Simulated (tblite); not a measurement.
# C3H10F2SSi2: the cost of one run

Programs: tblite 0.8.0 and PySCF 2.14.0, with density-fitted response routines of our own. Each step states its level of theory. These are calculated values for one molecule in the gas phase, unless marked as measured. Atoms are numbered from 0 throughout.

## Step 1: Starting geometry

18 atoms, charge 0, multiplicity 1; geometry from: force field or distance geometry start.

Bonds of the start (Å): C0–C1 1.49, C1–F2 1.39, C1–F3 1.39, C1–Si4 1.85, Si4–S5 2.13, Si4–C6 1.89, C6–Si7 1.88, C0–H8 1.10, C0–H9 1.13, C0–H10 1.12, Si4–H11 1.48, S5–H12 1.40, C6–H13 1.11, C6–H14 1.11, Si7–H15 1.45, Si7–H16 1.47, Si7–H17 1.49.

## Step 2: Optimising the geometry with GFN2-xTB

What the job is given:

```
{"job": {"kind": "relax", "xc": "GFN2-xTB", "basis": "xTB"}, "charge": 0, "multiplicity": 1}
C     -2.441600     0.488700    -0.341300
C     -1.658200    -0.450600     0.504200
F     -1.711300    -1.695500    -0.117400
F     -2.267400    -0.578500     1.746100
Si     0.138200    -0.028700     0.664000
S      0.509100     1.959200     1.318400
C      1.089100    -0.286600    -0.943400
Si     2.860500    -0.635500    -0.406300
H     -2.267900     1.549500    -0.125700
H     -3.530400     0.300000    -0.090400
H     -2.362900     0.239000    -1.429800
H      0.733700    -0.949100     1.652800
H     -0.622000     2.790600     1.290400
H      1.057100     0.641900    -1.559100
H      0.661500    -1.153600    -1.492500
H      3.793900    -0.527000    -1.512900
H      3.164200     0.342200     0.644100
H      2.845600    -1.999600     0.187000
```

Run with:

```console
OMP_NUM_THREADS=1 python probes_run.py task.json out
```

This one command runs all jobs of the session in turn.

Q: Estimate the wall time and peak memory of this first job on 1 thread of Arm Neoverse N1, shared host.

About 2.4 s, with a peak of 0.18 GiB.
